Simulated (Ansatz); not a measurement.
**BH7NSi2 radical: basis-set convergence**

The task here is to estimate one member of a computed series from the others.

The runs use Ansatz 0.2.0, Gaussian basis; one geometry, several basis sets.

Plan: PBE0-D4/def2-SVP; ωB97M-V/def2-SVP; PBE0-D4/def2-QZVPP; ωB97M-V/def2-QZVPP; the functionals' def2-TZVPP values are taken from earlier runs.

## Structure used throughout

An earlier PBE0-D4 in a triple-zeta def2 set relaxation fixed the geometry.

SMILES `BN([SiH2])[SiH3]`, 11 atoms, charge 0, spin multiplicity 2.

Atoms are counted from 1 here; the program's logs count them from 0.

Bond lengths: B1–N2 1.412 Å, B1–H5 1.200 Å, B1–H6 1.198 Å, N2–Si3 1.754 Å, N2–Si4 1.757 Å, Si3–H7 1.492 Å, Si3–H8 1.488 Å, Si4–H9 1.486 Å, Si4–H10 1.481 Å, Si4–H11 1.485 Å. Angles: N2–B1–H5 119.3°, N2–B1–H6 120.0°, H5–B1–H6 120.7°, B1–N2–Si3 119.2°, B1–N2–Si4 121.4°, Si3–N2–Si4 119.4°, N2–Si3–H7 107.8°, N2–Si3–H8 109.9°, H7–Si3–H8 111.2°, N2–Si4–H9 108.7°, N2–Si4–H10 109.0°, N2–Si4–H11 110.2°, H9–Si4–H10 110.3°, H9–Si4–H11 108.4°, H10–Si4–H11 110.3°.

Set-up of the first run:

The input, in.yaml:

```yaml
crystal:
  periodic: [false, false, false]
  atoms:
    - {symbol: B, position_ang: [-0.028191, 1.551108, 0.489800]}
    - {symbol: N, position_ang: [-0.172723, 0.222919, 0.031478]}
    - {symbol: Si, position_ang: [-1.324001, -0.121980, -1.245639]}
    - {symbol: Si, position_ang: [0.757490, -1.092371, 0.732580]}
    - {symbol: H, position_ang: [-0.686323, 2.420585, -0.011274]}
    - {symbol: H, position_ang: [0.746128, 1.800058, 1.369802]}
    - {symbol: H, position_ang: [-0.932219, -1.417380, -1.874303]}
    - {symbol: H, position_ang: [-1.320119, 0.981763, -2.243039]}
    - {symbol: H, position_ang: [-0.143509, -2.256808, 0.934713]}
    - {symbol: H, position_ang: [1.321095, -0.646970, 2.027313]}
    - {symbol: H, position_ang: [1.847874, -1.497725, -0.190932]}
basis:
  gaussian: {orbitals: def2-SVP}
magnetization: {spin_polarized: true, initial_magnetization: 1}
hamiltonian: {xc: pbe0, dispersion: d4}
output: {orbitals: {seedname: orbitals}}
```

Launch:

```sh
> ansatz run in.yaml --threads 4 --pin off --events-out ev --progress --plain --max-ram 10444MiB
```

Among the steps run: PBE0-D4 in def2-SVP; ωB97M-V in def2-SVP; PBE0-D4 in def2-QZVPP; ωB97M-V in def2-QZVPP.

One of the session's tables, all rows but one given; the rest of the session is left out.

It belongs to the step «Density functionals: the series». 

| functional | basis | HOMO (eV) | LUMO (eV) |
| --- | --- | --- | --- |
| PBE0-D4 | def2-SVP | -6.06 | -2.39 |
| PBE0-D4 | def2-TZVPP | -6.09 | -2.43 |
| PBE0-D4 | def2-QZVPP | -6.10 | -2.45 |
| ωB97M-V | def2-SVP | -7.79 | -0.72 |
| ωB97M-V | def2-TZVPP | ? | ? |
| ωB97M-V | def2-QZVPP | -7.87 | -0.89 |

Q: Estimate the row for ωB97M-V, def2-TZVPP from the others.

As computed: HOMO (eV): -7.86; LUMO (eV): -0.84. In the column «HOMO (eV)» it lies between ωB97M-V, def2-QZVPP (-7.87) and ωB97M-V, def2-SVP (-7.79).
